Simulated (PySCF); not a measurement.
# C2H8N2OSi: the cost of one run

Computed with PySCF 2.14.0, with density-fitted response routines of our own, on a single molecule in the gas phase. Atoms count from 0, in the outputs and in this text.

## 1. The molecule as given

14 atoms, charge 0, multiplicity 1; geometry from: GFN2-xTB. The atoms were then displaced at random by about 0.01 Å, so the start is not that level's minimum.

Bonds of the start (Å): N0–Si1 1.69, Si1–N2 1.73, Si1–C3 1.96, C3–C4 1.43, C4–O5 1.21, N0–H6 1.03, N0–H7 1.03, Si1–H8 1.49, N2–H9 1.00, N2–H10 0.99, C3–H11 1.08, C3–H12 1.06, C4–H13 1.12.

## 2. Geometry optimisation at PBE0-D3(BJ)/def2-SVP

What the job is given:

```
{"job": {"xc": "PBE0", "basis": "def2-SVP", "d3": "d3bj", "grid": 1, "shake": 0.01, "kind": "geom"}, "charge": 0, "multiplicity": 1}
N     -0.879130     1.385640    -0.505030
Si    -0.617860    -0.030160     0.388610
N     -1.780530    -1.292540     0.171130
C      1.062600    -0.673380    -0.376320
C      2.036940     0.323800    -0.058280
O      2.233740     1.359390    -0.660320
H     -1.664650     2.016970    -0.299830
H     -0.081220     1.954860    -0.806550
H     -0.499450     0.114280     1.865830
H     -2.663640    -1.200410     0.627180
H     -1.873110    -1.721930    -0.716830
H      0.886510    -0.741900    -1.440450
H      1.244140    -1.636920     0.031370
H      2.588520     0.127220     0.891840
```

Launch:

```bash
$ OMP_NUM_THREADS=1 python probes_run.py task.json out
```

One launch serves the whole session: the jobs run in the order shown.

**Question.** How long does this first job take on 1 thread of Arm Neoverse V1, shared host, and how much memory does it need?

About 2.3 min, with a peak of 0.54 GiB.
